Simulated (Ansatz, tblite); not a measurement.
# [NbF6]-: a ladder of methods and basis sets

The task here is to estimate one member of a computed series from the others.

Program: Ansatz 0.2.0, Gaussian basis. Level of theory: as each input shows. These are calculated values, not measurements.

Plan: GFN1-xTB, GFN2-xTB, PBE-D4/def2-TZVPD, r2SCAN-D4/def2-TZVPD, LC-ωPBE/def2-TZVPD, ωB97M-V/def2-TZVPD, B97M-V/def2-TZVPD, PBE-D4/def2-SVPD, PBE0-D4/def2-SVPD, CCSD(T)/def2-SVPD, MP2/def2-TZVPD, RPA/def2-TZVPD.

3 further runs of the same task are left out: 3 set aside as unsound or not needed. Runs told in other sessions of the task aren't counted.

## The relaxed structure

The singlet was relaxed beforehand with PBE0-D4/def2-SVPD.

7 atoms, charge -1, spin multiplicity 1.

Bond lengths: Nb1–F2 1.905 Å, Nb1–F3 1.905 Å, Nb1–F4 1.905 Å, Nb1–F5 1.905 Å, Nb1–F6 1.905 Å, Nb1–F7 1.905 Å. Angles: F2–Nb1–F3 180.0°, F2–Nb1–F4 90.0°, F2–Nb1–F5 90.0°, F2–Nb1–F6 90.0°, F2–Nb1–F7 90.0°, F3–Nb1–F4 90.0°, F3–Nb1–F5 90.0°, F3–Nb1–F6 90.0°, F3–Nb1–F7 90.0°, F4–Nb1–F5 180.0°, F4–Nb1–F6 90.0°, F4–Nb1–F7 90.0°, F5–Nb1–F6 90.0°, F5–Nb1–F7 90.0°, F6–Nb1–F7 180.0°.

Formally the metal is d0. Nb takes a core potential in the def2 sets. No spin-orbit coupling is included. The ion is computed in the gas phase, without counter-ions or solvent.

PBE0-D4/def2-TZVPD was run before; its log isn't repeated, and its numbers join the tables.

Set-up of the first run:

Tight binding, by tblite at 300 K electronic temperature and without a spin-polarisation term:

```python
tblite.interface.Calculator('GFN1-xTB', numbers, positions, charge=-1, uhf=0).singlepoint()
```

Tight binding, by tblite at 300 K electronic temperature and without a spin-polarisation term:

```python
tblite.interface.Calculator('GFN2-xTB', numbers, positions, charge=-1, uhf=0).singlepoint()
```

start.molden holds the orbitals of an earlier run on this state, given as this run's starting guess.

The input, in.yaml:

```yaml
crystal:
  periodic: [false, false, false]
  atoms:
    - {symbol: Nb, position_ang: [-0.000034, 0.000030, -0.000012]}
    - {symbol: F, position_ang: [-0.016905, -0.009035, 1.904754]}
    - {symbol: F, position_ang: [0.016992, 0.008984, -1.904779]}
    - {symbol: F, position_ang: [1.904747, 0.005032, 0.017034]}
    - {symbol: F, position_ang: [-1.904822, -0.005057, -0.016817]}
    - {symbol: F, position_ang: [-0.005130, 1.904864, 0.008818]}
    - {symbol: F, position_ang: [0.005152, -1.904807, -0.008998]}
basis:
  gaussian: {orbitals: def2-TZVPD, initial_orbitals: start.molden}
total_charge: -1
hamiltonian: {xc: pbe, dispersion: d4}
scf: {omitted_lower_state_checks: [starts]}
output: {orbitals: {seedname: orbitals}}
```

Launch:

```
> ansatz run in.yaml --threads 4 --pin off --events-out ev --progress --plain --max-ram 4787MiB
```

Steps of the session up to this table: PBE-D4/def2-TZVPD; r2SCAN-D4/def2-TZVPD; LC-ωPBE/def2-TZVPD; ωB97M-V/def2-TZVPD; B97M-V/def2-TZVPD; PBE-D4/def2-SVPD; PBE0-D4/def2-SVPD; CCSD(T)/def2-SVPD; MP2/def2-TZVPD; RPA/def2-TZVPD.

One of the session's tables, all rows but one given; the rest of the session is left out.

| level | HOMO (eV) | LUMO (eV) | gap (eV) |
| --- | --- | --- | --- |
| PBE-D4/def2-SVPD | -4.44 | 1.38 | 5.83 |
| PBE-D4/def2-TZVPD | -4.33 | 1.53 | 5.86 |
| r2SCAN-D4/def2-TZVPD | -4.81 | 1.56 | 6.38 |
| B97M-V/def2-TZVPD | -4.96 | 1.56 | 6.52 |
| PBE0-D4/def2-SVPD | -6.52 | 2.05 | 8.57 |
| PBE0-D4/def2-TZVPD | ? | ? | ? |
| LC-ωPBE/def2-TZVPD | -9.24 | 4.59 | 13.83 |
| ωB97M-V/def2-TZVPD | -8.93 | 4.36 | 13.30 |

**Question.** Estimate the row for PBE0-D4/def2-TZVPD.

**Answer.** HOMO (eV): -6.38; LUMO (eV): 2.22; gap (eV): 8.60. In the column «HOMO (eV)» it lies between PBE0-D4/def2-SVPD (-6.52) and B97M-V/def2-TZVPD (-4.96).
